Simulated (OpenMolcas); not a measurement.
**Ni⁴⁺ among point charges: CASSCF and CASPT2 levels and susceptibility**

How does a field of 4 point charges split the states of Ni⁴⁺, and what χT follows?

Method: state-averaged CASSCF and CASPT2, spin-orbit coupling by RASSI with atomic mean-field integrals. Code: OpenMolcas 26.06.

### 1 The system

* Species: Ni⁴⁺ (nickel, Z = 28, 24 electrons)
* Basis: ANO-RCC-VDZP [5s4p2d1f], 34 functions
* Scalar Hamiltonian: DKH2, point nucleus
* Inactive shells: 1s 2s 2p 3s 3p
* Active space: 6 electrons in 5 orbitals (3d)
* Some configurations of this space: 3d6
* Orbitals: optimised for each spin and parity, averaged over all roots

The outer shells:

3d6
```
3d [↑↓][↑ ][↑ ][↑ ][↑ ]
```

The ion sits among 4 point charges of -2 e arranged as a tetrahedron (Td), 1.61 Å from the ion.

Each step is its own input file, run in one work folder so that later steps find the files of earlier ones. Labels, J, g values, rates, χT and fits are worked out afterwards by a script from the matrices that RASSI stores.

### 2 GATEWAY and SEWARD: basis and integrals

File a.inp:

```
&GATEWAY
Coord
1

Ni 0.0 0.0 0.0
Basis=ANO-RCC-VDZP
Group=NoSym
NoMove
AngMom=0.0 0.0 0.0
AMFI
XField
4 Angstrom 0
0.929534 0.929534 0.929534 -2.000000
0.929534 -0.929534 -0.929534 -2.000000
-0.929534 0.929534 -0.929534 -2.000000
-0.929534 -0.929534 0.929534 -2.000000
&SEWARD
```

Launch:

```sh
$ OMP_NUM_THREADS=1 MOLCAS_MEM=1689 MOLCAS_PROJECT=a pymolcas a.inp > a.log
```

### 3 CASSCF: quintets, 5 roots

File a.inp:

```
&RASSCF
FileOrb=start.orb
Symmetry=1
Spin=5
nActEl=6 0 0
Inactive=9
Ras2=5
CIRoot=5 5 1
SDav=5
CIMx=300
Iter=120 100
PrWF=0.3
OrbListing=Nothing
MaxOrb=0
>>> COPY $Project.JobIph JOB001
```

start.orb holds the contracted functions of the basis, ordered by shell, or the orbitals of the step before.

### 4 Reference wave functions, triplets, 45 roots

File a.inp:

```
&RASSCF
FileOrb=start.orb
Symmetry=1
Spin=3
nActEl=6 0 0
Inactive=9
Ras2=5
CIRoot=45 45 1
SDav=45
CIMx=300
Iter=120 100
PrWF=0.3
OrbListing=Nothing
MaxOrb=0
>>> COPY $Project.JobIph JOB002
```

### 5 CASSCF: singlets, 50 roots

File a.inp:

```
&RASSCF
FileOrb=start.orb
Symmetry=1
Spin=1
nActEl=6 0 0
Inactive=9
Ras2=5
CIRoot=50 50 1
SDav=50
CIMx=300
Iter=120 100
PrWF=0.3
OrbListing=Nothing
MaxOrb=0
>>> COPY $Project.JobIph JOB003
```

### 6 RASSI: spin-orbit coupling between the states

File a.inp:

```
&RASSI
NrOfJobIphs=3 5 45 50
1 2 3 4 5
1 2 3 4 5 6 7 8 9 10 11 12 13 14 15 16 17 18 19 20 21 22 23 24 25 26 27
28 29 30 31 32 33 34 35 36 37 38 39 40 41 42 43 44 45
1 2 3 4 5 6 7 8 9 10 11 12 13 14 15 16 17 18 19 20 21 22 23 24 25 26 27
28 29 30 31 32 33 34 35 36 37 38 39 40 41 42 43 44 45 46 47 48 49 50
IphNames
JOB001
JOB002
JOB003
EJob
SpinOrbit
DIPRint=1.0
SOCoupling=1000.0
Subsets=2
Property=9
'ANGMOM' 1 'ANGMOM' 2 'ANGMOM' 3 'MLTPL  1' 1 'MLTPL  1' 2 'MLTPL  1' 3
'AMFI' 1 'AMFI' 2 'AMFI' 3
SOProperty=3
'ANGMOM' 1 'ANGMOM' 2 'ANGMOM' 3
```

### 7 CASPT2: IPEA 0.25, imaginary shift 0.1 (closed shells correlated: 3s 3p)

File a.inp:

```
>>> COPY JOB001 $Project.JobIph
&CASPT2
Multistate=5 1 2 3 4 5
NoMult
Frozen=5
IPEA=0.25
Imaginary=0.1
MaxIter=60
WThr=0.0 0.3 0.05
PrWF=0.5
NoMix
>>> COPY JOB002 $Project.JobIph
&CASPT2
Multistate=45 1 2 3 4 5 6 7 8 9 10 11 12 13 14 15 16 17 18 19 20 21 22
23 24 25 26 27 28 29 30 31 32 33 34 35 36 37 38 39 40 41 42 43 44 45
NoMult
Frozen=5
IPEA=0.25
Imaginary=0.1
MaxIter=60
WThr=0.0 0.3 0.05
PrWF=0.5
NoMix
>>> COPY JOB003 $Project.JobIph
&CASPT2
Multistate=50 1 2 3 4 5 6 7 8 9 10 11 12 13 14 15 16 17 18 19 20 21 22
23 24 25 26 27 28 29 30 31 32 33 34 35 36 37 38 39 40 41 42 43 44 45 46
47 48 49 50
NoMult
Frozen=5
IPEA=0.25
Imaginary=0.1
MaxIter=60
WThr=0.0 0.3 0.05
PrWF=0.5
NoMix
```

(Steps that only read results are left out.)

Before running it: what results should come out? Wanted: spin-free ground state; first state of the same spin within the active space; lowest level; next level.

As calculated:

```
                                            quantity                                                                        value
                                              method  SS-CASPT2, IPEA 0.25, imaginary shift 0.1 (closed shells correlated: 3s 3p)
                              spin-free ground state                                               5E, 2-fold in its orbital part
first state of the same spin within the active space                                                             5T2 at 2690 cm⁻¹
                                        lowest level                                                                    1-fold A1
                                          next level                                                                    63.7 cm⁻¹
                                         χT at 300 K                                                               4.15 cm³ K/mol
                           effective moment at 300 K                                                                      5.76 μB
```

Cost by method:

| method | time of its own steps | time with the reference |
| --- | --- | --- |
| A. CASSCF | 33 s | 33 s |
| B. SS-CASPT2, IPEA 0.25, imaginary shift 0.1, +3s 3p | 8.6 s | 42 s |

Times are of one thread on a shared host.

**Reading.** The spin-free ground state (5E) comes to 100 % from free-ion D terms and keeps the highest spin of the shell. χT at 300 K is 4.15, against 3.01 cm³ K/mol for the spin alone, so orbital moment adds to it. An active space of the d shell alone favours high spin; real ions in strong fields can be low spin. CASPT2 does not keep the components of a term degenerate, and the means are used. An orbital doublet at a regular site is open to a Jahn-Teller distortion, which this geometry leaves out. The field of point charges can differ much from that of real complexes. Point charges carry no covalency, so the field is a model and not that of real ligands.
